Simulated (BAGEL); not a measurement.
# CH3BF3Ge+ (SMILES [CH3][Ge+]([F])[B](F)F) at PBE0/def2-SVP (density fitting with cc-pvqz-jkfit)

Aim: the energy change on altering one bond length of CH3BF3Ge+ at PBE0/def2-SVP (density fitting with cc-pvqz-jkfit), from 2 runs. 

The calculation is run with BAGEL 1.2.2.

2 further runs of the same task are left out: 1 that didn't finish, 1 set aside as unsound or not needed.

## 1. The structure to begin with

CH3BF3Ge+: 9 atoms, total charge +1, spin state singlet. SMILES: `[CH3][Ge+]([F])[B](F)F`. Geometry: a GFN2-xTB relaxation, a rough one for these elements and not checked as a minimum.

Bond lengths: C1–Ge2 2.003 Å, Ge2–F3 1.729 Å, Ge2–B4 2.228 Å, B4–F5 1.274 Å, B4–F6 1.276 Å, C1–H7 1.092 Å, C1–H8 1.097 Å, C1–H9 1.097 Å. Some angles: C1–Ge2–F3 103.8°, C1–Ge2–B4 154.9°, F3–Ge2–B4 101.3°, Ge2–B4–F5 115.3°, Ge2–B4–F6 119.5°, F5–B4–F6 125.2°, Ge2–C1–H7 111.8°, Ge2–C1–H8 107.1°, Ge2–C1–H9 107.2°, H7–C1–H8 110.9°.

## 2. The energy at PBE0/def2-SVP (density fitting with cc-pvqz-jkfit)

input.json

```json
{ "bagel": [

{
  "title": "molecule",
  "basis": "svp",
  "df_basis": "cc-pvqz-jkfit",
  "angstrom": "true",
  "geometry": [
    { "atom": "C", "xyz": [   -1.827570,   -0.232630,   -0.019740 ] },
    { "atom": "Ge", "xyz": [    0.127990,    0.202360,   -0.000590 ] },
    { "atom": "F", "xyz": [    0.165210,    1.931220,   -0.020140 ] },
    { "atom": "B", "xyz": [    2.303130,   -0.280720,    0.029180 ] },
    { "atom": "F", "xyz": [    3.084040,    0.724700,    0.087070 ] },
    { "atom": "F", "xyz": [    2.676590,   -1.500590,   -0.012720 ] },
    { "atom": "H", "xyz": [   -2.003290,   -1.308940,   -0.075000 ] },
    { "atom": "H", "xyz": [   -2.263930,    0.280640,   -0.885140 ] },
    { "atom": "H", "xyz": [   -2.262170,    0.183950,    0.897070 ] }
  ]
},
{
  "title": "ks",
  "xc_func": "pbe0",
  "charge": 1
},
{
  "title": "print",
  "file": "orbitals.molden",
  "orbitals": "true"
}

]}
```

On the command line:

```console
BAGEL_NUM_THREADS=1 BAGEL input.json > input.out
```

The log of the run:

```text
* using 1 threads per process

  ===============================================================
  ===============================================================

  *** Geometry ***

  { "atom" : "C", "xyz" : [     -3.453607,     -0.439607,     -0.037303 ] },
  { "atom" : "Ge", "xyz" : [      0.241866,      0.382405,     -0.001115 ] },
  { "atom" : "F", "xyz" : [      0.312202,      3.649477,     -0.038059 ] },
  { "atom" : "B", "xyz" : [      4.352285,     -0.530484,      0.055142 ] },
  { "atom" : "F", "xyz" : [      5.827991,      1.369485,      0.164538 ] },
  { "atom" : "F", "xyz" : [      5.058022,     -2.835704,     -0.024037 ] },
  { "atom" : "H", "xyz" : [     -3.785669,     -2.473538,     -0.141729 ] },
  { "atom" : "H", "xyz" : [     -4.278208,      0.530333,     -1.672672 ] },
  { "atom" : "H", "xyz" : [     -4.274882,      0.347615,      1.695217 ] },

  Number of auxiliary basis functions:      901

  Since a DF basis is specified, we compute 2- and 3-index integrals:
    o Being stored without compression. Storage requirement is 0.099 GB

  Number of basis functions:      117
  Number of electrons      :       73

    * METHOD: MOLECULE                             1.53

  *** Kohn-Sham DFT ***

    * Removing 16729 points whose weight is below 1.00e-10
    * Grid points: 117425

  === Nuclear Repulsion ===
   431.1160584516

       - DIIS with orbital gradients will be used.

  === KS iteration (pbe0 / svp) ===
      0      -2338.81846136          0.09670488           1.42
      1      -2026.57027332          0.22737756           1.27
      2      -2208.01661882          0.15202417           1.23
      3      -2352.80968118          0.09900099           1.21
      4      -2318.24170157          0.14578392           1.28
      5      -2425.81979133          0.08496716           1.23
      6      -2438.50412672          0.03641893           1.25
      7      -2436.91113326          0.06184913           1.23
      8      -2437.18265450          0.05235185           1.27
      9      -2436.26533849          0.05247198           1.22
     10      -2439.92159145          0.00585023           1.22
     11      -2439.94484878          0.00407856           1.25
     12      -2439.96087601          0.00081501           1.23
     13      -2439.96137264          0.00027340           1.22
     14      -2439.96142388          0.00013950           1.23
     15      -2439.96143777          0.00004775           1.25
     16      -2439.96143923          0.00002366           1.22
     17      -2439.96143971          0.00000782           1.21
     18      -2439.96143976          0.00000170           1.22
     19      -2439.96143976          0.00000046           1.29
     20      -2439.96143976          0.00000015           1.21
     21      -2439.96143976          0.00000006           1.21
     22      -2439.96143976          0.00000002           1.21
     23      -2439.96143976          0.00000001           1.21
    * SCF iteration converged.

    * Permanent dipole moment:
           (    1.248918,     1.046007,    -0.001789) a.u.

    * METHOD: KS                                  31.03

    * METHOD: PRINT                                0.03

  ===============================================================
```

Run time: 33 s. Hardware: 1 thread of Intel Xeon Platinum 8259CL at 2.50GHz (Skylake/Cascade Lake), shared host; peak memory 0.72 GiB.

## 3. The distorted shape at the same level

calc.json

```json
{ "bagel": [

{
  "title": "molecule",
  "basis": "svp",
  "df_basis": "cc-pvqz-jkfit",
  "angstrom": true,
  "geometry": [
    { "atom": "C", "xyz": [      -1.478473,      -0.643256,       0.672597 ] },
    { "atom": "Ge", "xyz": [       0.477087,      -0.208266,       0.691747 ] },
    { "atom": "F", "xyz": [       0.514307,       1.520594,       0.672197 ] },
    { "atom": "B", "xyz": [       2.652227,      -0.691346,       0.721517 ] },
    { "atom": "F", "xyz": [       3.433137,       0.314074,       0.779407 ] },
    { "atom": "F", "xyz": [       3.025687,      -1.911216,       0.679617 ] },
    { "atom": "H", "xyz": [      -1.654193,      -1.719566,       0.617337 ] },
    { "atom": "H", "xyz": [      -2.263930,       0.280640,      -0.885140 ] },
    { "atom": "H", "xyz": [      -1.913073,      -0.226676,       1.589407 ] }
  ]
},

{ "title": "ks", "xc_func": "pbe0", "charge": 1 },

{ "title": "print", "file": "orbitals.molden", "orbitals": true }

]}
```

On the command line:

```console
BAGEL_NUM_THREADS=1 BAGEL calc.json > calc.out
```

The log of the run:

```text
* using 1 threads per process

  ===============================================================
  ===============================================================

  *** Geometry ***

  { "atom" : "C", "xyz" : [     -2.793909,     -1.215578,      1.271024 ] },
  { "atom" : "Ge", "xyz" : [      0.901564,     -0.393566,      1.307212 ] },
  { "atom" : "F", "xyz" : [      0.971899,      2.873506,      1.270268 ] },
  { "atom" : "B", "xyz" : [      5.011983,     -1.306455,      1.363470 ] },
  { "atom" : "F", "xyz" : [      6.487689,      0.593514,      1.472866 ] },
  { "atom" : "F", "xyz" : [      5.717720,     -3.611675,      1.284290 ] },
  { "atom" : "H", "xyz" : [     -3.125972,     -3.249509,      1.166598 ] },
  { "atom" : "H", "xyz" : [     -4.278208,      0.530333,     -1.672672 ] },
  { "atom" : "H", "xyz" : [     -3.615184,     -0.428356,      3.003544 ] },

  Number of auxiliary basis functions:      901

  Since a DF basis is specified, we compute 2- and 3-index integrals:
    o Being stored without compression. Storage requirement is 0.099 GB

  Number of basis functions:      117
  Number of electrons      :       73

    * METHOD: MOLECULE                             1.47

  *** Kohn-Sham DFT ***

    * Removing 15909 points whose weight is below 1.00e-10
    * Grid points: 118245

  === Nuclear Repulsion ===
   427.9211263626

       - DIIS with orbital gradients will be used.

  === KS iteration (pbe0 / svp) ===
      0      -2339.39872616          0.09655224           1.22
      1      -2027.74899938          0.22344713           1.16
      2      -2208.59247935          0.15202591           1.17
      3      -2353.78504188          0.09806706           1.17
      4      -2326.01499233          0.12662530           1.15
      5      -2431.28244547          0.06802589           1.17
      6      -2433.94174256          0.05811559           1.15
      7      -2439.39893466          0.02233010           1.15
      8      -2423.14622424          0.07372088           1.16
      9      -2439.12847329          0.02892593           1.18
     10      -2439.79045443          0.00623836           1.15
     11      -2439.81977075          0.00336232           1.16
     12      -2439.82758585          0.00213770           1.15
     13      -2439.83136909          0.00064719           1.16
     14      -2439.83163071          0.00040638           1.18
     15      -2439.83177475          0.00017731           1.17
     16      -2439.83179977          0.00004405           1.17
     17      -2439.83180115          0.00002485           1.17
     18      -2439.83180190          0.00000410           1.22
     19      -2439.83180191          0.00000296           1.18
     20      -2439.83180191          0.00000075           1.17
     21      -2439.83180191          0.00000055           1.17
     22      -2439.83180191          0.00000016           1.16
     23      -2439.83180191          0.00000007           1.16
     24      -2439.83180191          0.00000002           1.16
     25      -2439.83180191          0.00000001           1.16
    * SCF iteration converged.

    * Permanent dipole moment:
           (    1.479348,     0.972218,     0.186870) a.u.

    * METHOD: KS                                  31.51

    * METHOD: PRINT                                0.03

  ===============================================================
```

It took 33 s on 1 thread of Intel Xeon Platinum 8259CL at 2.50GHz (Skylake/Cascade Lake), shared host; peak memory 0.73 GiB.

## 4. Outcome

At PBE0/def2-SVP (density fitting with cc-pvqz-jkfit):

```
                                                         quantity           value
                                        first shape: total energy  -2439.96144 Eh
                                         first shape: HOMO energy       -14.79 eV
                                         first shape: LUMO energy        -9.06 eV
                                       first shape: HOMO–LUMO gap         5.73 eV
                                    distorted shape: total energy  -2439.83180 Eh
                                     distorted shape: HOMO energy       -13.94 eV
                                     distorted shape: LUMO energy        -9.03 eV
                                   distorted shape: HOMO–LUMO gap         4.90 eV
energy change with the C1–H8 bond stretched from 1.097 to 1.974 Å        3.528 eV
```

What this shows: With the C1–H8 bond stretched from 1.097 to 1.974 Å the energy rises by 3.53 eV (340 kJ/mol). The first shape isn't relaxed at this level, so the change isn't measured from a minimum.
